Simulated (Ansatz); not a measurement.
Relaxation of a periodic cell of 17 atoms, NaY₁₆ (host Y, host structure hcp, interstitial Na), to a largest force component of 0.08 eV/Å in at most 25 steps.

These are results of DFT PBE-D3(BJ), scalar-relativistic, plane waves, PAW in Ansatz, not measurements. Settings: accuracy low, cutoff 420 eV, k mesh 2x2x1, fermi-dirac smearing 0.15 eV, no spin polarisation.

```xyz
17
Lattice="-3.6500 -6.3220 0.0000 5.4750 -3.1610 0.0000 0.0000 0.0000 11.4683" Properties=species:S:1:pos:R:3:forces:R:3
Y 0.000 -6.322 0.000 0.05 -0.01 0.02
Y 0.000 -4.215 2.867 -0.05 0.03 -0.02
Y 0.000 -6.322 5.734 -1.80 -1.03 -1.30
Y 0.000 -4.215 8.601 -2.05 1.22 1.16
Y -1.825 -3.161 0.000 0.04 -0.03 0.01
Y 3.650 -4.215 2.867 -0.04 0.00 -0.03
Y -1.825 -3.161 5.734 1.99 -1.11 -1.21
Y 3.650 -4.215 8.601 1.83 1.12 1.25
Y 1.825 -3.161 0.000 0.03 -0.04 0.02
Y 1.825 -1.054 2.867 -0.01 0.01 0.03
Y 1.825 -3.161 5.734 0.03 1.89 -1.14
Y 1.825 -1.054 8.601 0.11 -0.05 -0.11
Y 0.000 0.000 0.000 0.01 -0.01 -0.04
Y 1.825 -7.376 2.867 -0.03 0.03 -0.03
Y 0.000 0.000 5.734 -0.10 0.08 0.12
Y 1.825 -7.376 8.601 -0.03 -2.36 1.43
Na 1.823 -5.312 7.205 0.01 0.25 -0.15
```

Where does it end, and by what steps?

It converged. Limits of this set-up: coarse k mesh, a small cell, in which the defect meets its images, a typed lattice constant that wasn't relaxed here, low accuracy level. After 4 steps the energy has fallen by 2.416 eV; Y16 moved furthest, 0.41 Å.

```csv
step,energy less start (eV),largest force component (eV/Å),accepted
0,0.0000,2.357,yes
1,-1.8539,0.774,yes
2,-2.3190,0.225,yes
3,-2.3617,0.205,yes
4,-2.4156,0.060,yes
```

```xyz
17
Lattice="-3.6500 -6.3220 0.0000 5.4750 -3.1610 0.0000 0.0000 0.0000 11.4683" Properties=species:S:1:pos:R:3
Y -0.022 -6.336 -0.068
Y 0.062 -4.252 2.708
Y -0.217 -6.404 5.422
Y -0.306 -4.037 8.757
Y -1.892 -3.124 0.154
Y 3.667 -4.201 2.930
Y -1.535 -3.328 5.564
Y 3.882 -4.126 8.915
Y 1.826 -3.138 -0.069
Y 1.743 -1.011 2.739
Y 1.788 -2.941 5.433
Y 1.923 -1.109 8.437
Y 0.082 -0.053 0.144
Y 1.822 -7.399 2.928
Y -0.091 0.053 5.896
Y 1.865 -7.629 8.926
Na 1.825 -5.282 7.201
```

Whether the end is a true minimum wasn't checked by a vibrational analysis.

Run time: 11 s on 2 threads of AMD EPYC 9R45 96-Core Processor (Zen 5), on a shared host, peak memory 1.1 GiB.
